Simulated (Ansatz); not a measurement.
From input file to script: C3H10OSi, SMILES CO[SiH](C)C in Ansatz 0.2.0.

```yaml
crystal:
  periodic: [false, false, false]
  atoms:
    - { symbol: C, position_ang: [-1.0326, -0.0777, 2.0929] }
    - { symbol: O, position_ang: [0.1406, -0.0482, 1.3642] }
    - { symbol: Si, position_ang: [0.0728, -0.3188, -0.2964] }
    - { symbol: C, position_ang: [1.8358, -0.8599, -0.927] }
    - { symbol: C, position_ang: [-0.4855, 1.1652, -1.2381] }
    - { symbol: H, position_ang: [-1.5898, -0.9854, 2.0134] }
    - { symbol: H, position_ang: [-0.8299, 0.1605, 3.1391] }
    - { symbol: H, position_ang: [-1.7022, 0.7843, 1.7199] }
    - { symbol: H, position_ang: [-0.8596, -1.4016, -0.4776] }
    - { symbol: H, position_ang: [2.5204, -0.0934, -0.748] }
    - { symbol: H, position_ang: [1.7038, -1.0901, -1.9731] }
    - { symbol: H, position_ang: [2.1178, -1.7673, -0.3916] }
    - { symbol: H, position_ang: [0.136, 2.0487, -1.0848] }
    - { symbol: H, position_ang: [-0.5605, 0.9777, -2.2764] }
    - { symbol: H, position_ang: [-1.4887, 1.4551, -0.8872] }
basis:
  gaussian: { orbitals: cc-pVDZ }
hamiltonian:
  xc: r2scan
```

Launched from the shell:
```console
$ ansatz run input.yaml --threads 1 --pin off --max-ram 4096MiB --backend cpu --events-out ev --progress --plain --runs-dir out
Engine: ansatz 0.2.0, x86_64-unknown-linux-gnu
Functional definition: r2SCAN
  parameter k0 = 0.174
  parameter k1 = 0.065
  parameter a1 = 4.9479
  exchange = r2scan_x(k0 = k0, k1 = k1, a1 = a1)
  correlation = r2scan_c
1493 factors; their error is unknown
mean field evaluation 1: about -13182.4918 eV, gradient 7.7e1 eV
mean field evaluation 2: about -13171.4635 eV, gradient 1.0e2 eV
mean field evaluation 4: about -13195.9563 eV, gradient 5.3e0 eV
mean field evaluation 8: about -13196.0175 eV, gradient 8.9e-2 eV
mean field evaluation 16: about -13195.9743 eV, gradient 4.4e-5 eV
mean field -13195.97426775 eV, -484.9431097872 hartree, gradient 4.4e-5 eV, S^2 0.000000; 0 other end points of the search recorded, 0 dependent functions left out
reference -13195.97427920 eV, -484.9431102079 hartree; 25, 25 occupied and 99, 99 virtual orbitals, 1493 factors
Total energy: -13195.97427920 eV, -484.9431102079 hartree
```

The script, `energy_c3h10osi.py`:
```python
"""Single point of C3H10OSi in a Gaussian basis."""

import logging
import sys

import ansatz as az

logging.basicConfig(stream=sys.stdout, format="%(name)s: %(message)s")
logger = logging.getLogger("ansatz_job")
logger.setLevel(logging.INFO)

geometry_ang = [
    ("C", [-1.0326, -0.0777, 2.0929]),
    ("O", [0.1406, -0.0482, 1.3642]),
    ("Si", [0.0728, -0.3188, -0.2964]),
    ("C", [1.8358, -0.8599, -0.927]),
    ("C", [-0.4855, 1.1652, -1.2381]),
    ("H", [-1.5898, -0.9854, 2.0134]),
    ("H", [-0.8299, 0.1605, 3.1391]),
    ("H", [-1.7022, 0.7843, 1.7199]),
    ("H", [-0.8596, -1.4016, -0.4776]),
    ("H", [2.5204, -0.0934, -0.748]),
    ("H", [1.7038, -1.0901, -1.9731]),
    ("H", [2.1178, -1.7673, -0.3916]),
    ("H", [0.136, 2.0487, -1.0848]),
    ("H", [-0.5605, 0.9777, -2.2764]),
    ("H", [-1.4887, 1.4551, -0.8872]),
]
mol = az.Crystal.molecule()
for symbol, xyz in geometry_ang:
    mol = mol.atom(symbol, xyz)

setup = (
    mol.calculation()
    .basis(gaussian="cc-pVDZ")
    .functional("r2scan")
)
res = setup.run(threads=1)
summary = res.report

logger.info("reference energy %16.6f eV" % summary["reference_energy_ev"])
logger.info("total energy     %16.6f eV" % summary["free_energy_ev"])
print("occupied orbitals outside the frozen core (up, down):", summary["n_occupied"], " frozen:", summary["n_frozen"], " virtual:", summary["n_virtual"])

state = summary["mean_field"]["state"]
logger.info(f"mean field: {state['energy']['hartree']:.7f} Ha, <S^2> = {abs(state['spin_squared']):.4f}, stability: {state.get('stability', {}).get('kind')}")
```

```console
$ python energy_c3h10osi.py
ansatz_job: reference energy    -13195.974279 eV
ansatz_job: total energy        -13195.974279 eV
occupied orbitals outside the frozen core (up, down): [25, 25]  frozen: 0  virtual: [99, 99]
ansatz_job: mean field: -484.9431102 Ha, <S^2> = 0.0000, stability: minimum
```

Total energies depend on the basis set; only differences at equal settings carry meaning. The geometry is a force-field or estimated start, not a minimum of this method, and the basis set is short of its limit. Wall time of the script: 7.9 s on 1 thread of Intel(R) Xeon(R) Platinum 8259CL CPU @ 2.50GHz (Skylake/Cascade Lake), with other jobs on the host, peak memory 0.25 GiB.

(Lines on the test bed's own set-up are left out of the output.)
